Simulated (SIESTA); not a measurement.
Ba2Tl5V3O12 under changes of volume

One of the cells (21.543 Å³/atom); the others are scaled copies at fixed shape and fractional positions:

```
Ba V Tl O
1.0
     6.08373    0.09612   -0.45686
    -2.59294    5.57901    0.02981
    -1.22118   -2.07497   14.01416
Ba V Tl O
2 3 5 12
Direct
  0.88251 0.01561 0.47320
  0.57886 0.79688 0.88922
  0.26936 0.10580 0.98468
  0.11629 0.55820 0.33914
  0.60807 0.30696 0.66552
  0.48361 0.28991 0.38373
  0.08311 0.07485 0.74869
  0.77279 0.89398 0.17719
  0.29791 0.66599 0.60107
  0.97201 0.46636 0.04740
  0.02458 0.05647 0.04354
  0.16369 0.86975 0.88754
  0.33585 0.37289 0.93818
  0.53308 0.10242 0.04892
  0.42674 0.67762 0.40063
  0.95197 0.64202 0.41211
  0.00696 0.24041 0.32565
  0.08373 0.64865 0.23032
  0.85890 0.33214 0.61652
  0.63673 0.58163 0.72390
  0.56343 0.09920 0.74423
  0.34984 0.20226 0.56862
```

The cell was built by a generator and needn't be a form met in nature.

* Program: SIESTA 5.4.2
* Functional: PBE
* Potentials or basis: PseudoDojo 0.4 standard (PBE files)
* Basis: DZP (energy shift 0.003 Ry; two zetas on semicore shells; d shell added on Ba)
* Grid cutoff: 800 Ry
* Energy shift: 0.003 Ry
* k mesh: 5 × 5 × 2
* Occupations: fermi-dirac, width 0.05 eV
* Spin: collinear spin, ferromagnetic start
* Starting moments: [0.0, 0.0, 2.0, 2.0, 2.0, 0.0, 0.0, 0.0, 0.0, 0.0, 0.0, 0.0, 0.0, 0.0, 0.0, 0.0, 0.0, 0.0, 0.0, 0.0, 0.0, 0.0] μB

| volume (Å³/atom) | energy over the lowest point (meV/atom) | pressure (GPa) | gap on the mesh (eV) | largest force (eV/Å) |
| --- | --- | --- | --- | --- |
| 19.854 | ? | ? | ? | ? |
| 20.276 | 15.37 | 4.6 | 3.00 | 1.241 |
| 20.698 | 5.69 | 2.8 | 3.00 | 0.778 |
| 21.543 | 0.00 | -0.5 | 2.99 | 0.165 |
| 21.966 | 3.09 | -1.8 | 2.98 | 0.435 |
| 22.388 | 9.60 | -3.1 | 2.96 | 0.782 |

Question: What does the run at 19.854 Å³/atom give?

Answer: Energy over the lowest point 30.28 meV/atom; pressure 6.7 GPa; gap on the mesh 2.99 eV; largest force 1.739 eV/Å.

Worked out: A Birch-Murnaghan fit of order 3 (a polynomial in V^(-2/3)) to the other rows has its minimum at 21.41 Å³/atom with B0 = V·E''(V) = 76 GPa and B' = 4.4 at fixed shape and positions, which overstates the stiffness. It gives 30.30 meV/atom at 19.854 Å³/atom, against the run's 30.28, and -dE/dV = 6.7 GPa, against 6.7. A parabola through the other rows of the gap, of slope 0.495 eV per unit of ln V there, extrapolates to 2.99 eV, against the run's 2.99.

Energies are extrapolated to zero smearing.

Caveats: this set's barium file shifts pressures by up to 1 GPa against other sets; spin-orbit coupling is left out, which as a rule narrows the gap of such compounds by several tenths of an eV; an odd mesh through Γ misses points on the zone boundary, where band edges often lie; the basis of atomic orbitals isn't converged, which shifts pressures, moduli and gaps; forces of over 1 eV/Å show positions far from the minimum, so gaps and moduli don't describe the material at rest (some runs).
